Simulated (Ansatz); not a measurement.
Working through the energy of protonation at one site of GeH4N2, SMILES [NH2][Ge][NH2]

With Ansatz's Python interface.

Interactive session:
```pycon
>>> import ansatz as az
>>> import numpy as np
>>> geometry_ang = [
...     ('N', (-0.9107, 0.078, -1.0034)),
...     ('Ge', (-0.3753, -0.9816, 0.3685)),
...     ('N', (1.2287, -0.3489, 0.9993)),
...     ('H', (-1.8268, -0.2174, -1.3026)),
...     ('H', (-1.101, 1.0647, -0.6211)),
...     ('H', (1.1059, 0.6537, 1.3116)),
...     ('H', (1.9404, -0.3165, 0.2019)),
... ]
>>> molecule = az.Crystal.molecule()
>>> for symbol, xyz in geometry_ang:
...     molecule = molecule.atom(symbol, xyz)
...
>>> base = (
...     molecule.calculation()
...     .basis(gaussian='def2-SVP')  # the orbital basis, by name
...     .functional('hf')
... )
>>> symbols = [site.symbol for site in molecule.cartesian_sites]
>>> start = np.array([site.position_ang for site in molecule.cartesian_sites], dtype=float)
>>> r = base.relax(force_tolerance=0.01).run().report

>>> end = np.array(r['positions_ang'])
>>> # put the proton on the side away from the neighbours, slightly off axis
>>> away = sum((end[0] - end[j]) / np.linalg.norm(end[0] - end[j]) for j in [1, 3, 4]) + np.array([0.15, 0.1, -0.2])
>>> proton = end[0] + 1.0 * away / np.linalg.norm(away)
>>> acid = az.Crystal.molecule()
>>> for symbol, place in zip(symbols, end):
...     acid = acid.atom(symbol, place.tolist())
...
>>> acid = acid.atom('H', proton.tolist())
>>> protonated = (
...     acid.calculation()
...     .basis(gaussian='def2-SVP')
...     .functional('hf')
...     .charge(1)  # electrons removed from the neutral system
...     .relax(force_tolerance=0.01, max_steps=80)
... )
>>> after = protonated.run().report
>>> xyz = np.array(after['positions_ang'])
>>> reach = np.linalg.norm(xyz[:-1] - xyz[-1], axis=1)
>>> print(f'base {r["free_energy_ev"]:.5f} eV, protonated {after["free_energy_ev"]:.5f} eV')
base -59491.46481 eV, protonated -59501.57923 eV
>>> print(f'the proton ends {reach.min():.3f} A from {symbols[reach.argmin()]}{reach.argmin()}')
the proton ends 1.014 A from N0
>>> print(f'electronic proton affinity {23.060548 * (r["free_energy_ev"] - after["free_energy_ev"]):.1f} kcal/mol')
electronic proton affinity 233.2 kcal/mol
```

Total energies depend on the basis set; only differences at equal settings carry meaning. The proton is put on one chosen atom, which needn't be the most basic site, so the molecule's proton affinity can be higher; the ends are stationary points, not checked by frequencies, and zero-point and thermal terms count only where printed. Hartree-Fock leaves correlation out, so bond, atomisation and ionisation energies come out well too low. Finished in 16 s on 1 thread of AMD EPYC 9R45 96-Core Processor (Zen 5), on a shared host, peak memory 0.24 GiB.

(Lines on the test bed's own set-up are left out of the output.)
